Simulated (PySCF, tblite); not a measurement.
# C₆H₉FO: geometry, infrared bands, NMR shifts, spin-spin couplings and electronic excitations

Aim: predict the infrared bands, NMR shifts, spin-spin couplings and electronic excitations of C₆H₉FO (`CO/C=C/C/C=C\F`).

Computed with tblite 0.8.0 and PySCF 2.14.0, with density-fitted response routines of our own, on a single molecule in the gas phase. Atoms count from 0, in the outputs and in this text.

## 1. Starting geometry

17 atoms, charge 0, multiplicity 1; geometry from: force field or distance geometry start.

Bonds of the start (Å): C0–O1 1.43, O1–C2 1.39, C2–C3 1.34, C3–C4 1.49, C4–C5 1.49, C5–C6 1.33, C6–F7 1.36, C0–H8 1.11, C0–H9 1.11, C0–H10 1.11, C2–H11 1.08, C3–H12 1.09, C4–H13 1.12, C4–H14 1.11, C5–H15 1.07, C6–H16 1.09.

## 2. Geometry optimisation with GFN2-xTB

Job settings and geometry (Å):

```
{"job": {"kind": "relax", "xc": "GFN2-xTB", "basis": "xTB"}, "charge": 0, "multiplicity": 1}
C      2.912700     0.456800     0.418800
O      2.287200    -0.707000     0.955500
C      1.159700    -1.138300     0.267600
C      0.029400    -0.470800     0.554600
C     -1.269200    -0.820900    -0.097400
C     -1.690600     0.430000    -0.794300
C     -2.836800     1.046100    -0.507800
F     -3.681800     0.556100     0.438800
H      3.802000     0.720100     1.034700
H      2.133700     1.250600     0.458900
H      3.250900     0.225100    -0.609100
H      1.181900    -1.938400    -0.461700
H     -0.001800     0.325700     1.305000
H     -1.138100    -1.649700    -0.831700
H     -1.959800    -1.119000     0.712600
H     -1.060500     0.881400    -1.538800
H     -3.125800     1.964200    -1.016600
```

Launch:

```sh
OMP_NUM_THREADS=1 python probes_run.py task.json out
```

This one command runs all jobs of the session in turn.

**Question.** This job is followed by: GFN2-xTB harmonic vibrations, gas phase; PBE0-D3(BJ)/def2-SVP geometry optimisation, gas phase; GIAO PBE0/pcSseg-1 NMR shielding, non-relativistic, gas phase; B3LYP/pcJ-1 indirect spin-spin coupling, non-relativistic, gas phase; TDDFT B3LYP/def2-SVPD, vertical, gas phase, core orbitals frozen in the response; GIAO B97-2/pcSseg-1 NMR shielding, non-relativistic, gas phase. Predict these results of the whole session: strongest single infrared mode (GFN2-xTB); zero-point energy (GFN2-xTB); point group; rotational constants (main isotopes); 13C shifts against TMS (PBE0/pcSseg-1); 1H shifts against TMS (PBE0/pcSseg-1, means over atoms taken as alike); 17O shifts against H2O (PBE0/pcSseg-1); 19F shifts against CFCl3 (PBE0/pcSseg-1); largest coupling of the table (B3LYP/pcJ-1); lowest singlet (B3LYP/def2-SVPD); brightest single state of those computed; lowest triplet; vertical ionisation energy (ΔSCF); range of the shift of C2.

The runs gave:

| quantity | value |
| --- | --- |
| strongest single infrared mode (GFN2-xTB) | 1186 cm⁻¹, 206 km/mol |
| zero-point energy (GFN2-xTB) | 84.9 kcal/mol |
| point group | C1 |
| rotational constants (main isotopes) | 6.12, 0.69, 0.67 GHz |
| 13C shifts against TMS (PBE0/pcSseg-1) | 155.5, 155.3, 119.1, 102.8, 54.2, 25.5 ppm |
| 1H shifts against TMS (PBE0/pcSseg-1, means over atoms taken as alike) | 6.62, 6.49, 4.61, 4.27, 3.41, 2.74 ppm |
| 17O shifts against H2O (PBE0/pcSseg-1) | 109.2 ppm |
| 19F shifts against CFCl3 (PBE0/pcSseg-1) | -123.0 ppm |
| largest coupling of the table (B3LYP/pcJ-1) | 1J(C,F) C6–F7, -335.0 Hz |
| lowest singlet (B3LYP/def2-SVPD) | 5.60 eV (221 nm), f = 0.122 |
| brightest single state of those computed | state 5, 6.65 eV, f = 0.238 |
| lowest triplet | 4.24 eV |
| vertical ionisation energy (ΔSCF) | 8.41 eV |
| range of the shift of C2 | 152.0 to 155.3 ppm |

Relaxing lowered the energy by 0.609 eV in 141 steps; the close pair that moved most is O1–C2, from 1.389 to 1.356 Å (GFN2-xTB). No mode is imaginary among the 45: a minimum at this level. The strongest single mode, at 1186 cm⁻¹, is spread over many atoms; the largest shares are those of O1, C2. GFN2-xTB is a fitted tight-binding method: band positions and strengths are rough. Its intensities can rank the bands wrongly. Over 5 steps the energy fell by 0.050 eV; of the close pairs, C5–H15 changed most, 1.079 to 1.094 Å (PBE0/def2-SVP). At PBE0/pcSseg-1: The widest tensor belongs to F7: span 223 ppm, with a paramagnetic part of -173 ppm. Of the pairs tabulated at B3LYP/pcJ-1, C6–F7 couples most strongly (-335.0 Hz; Fermi contact -321.9 Hz). Couplings across rotatable bonds belong to this one conformer; where others are populated, the observed values are averages. The first singlet state (HOMO→LUMO 0.89) lies at 5.60 eV and is bright; of the 10 states computed, the strongest absorption comes from state 5 at 6.65 eV. The lowest triplet lies 1.36 eV below the lowest singlet (triplets in Tamm-Dancoff, singlets in full TDDFT). The orbital energy would give 6.33 eV for ionisation, ΔSCF gives 8.41 eV. In ppm, C2 moves most: its shift spreads over 3.3 ppm, from 152.0 (B97-2/pcSseg-1) to 155.3 (PBE0/pcSseg-1).
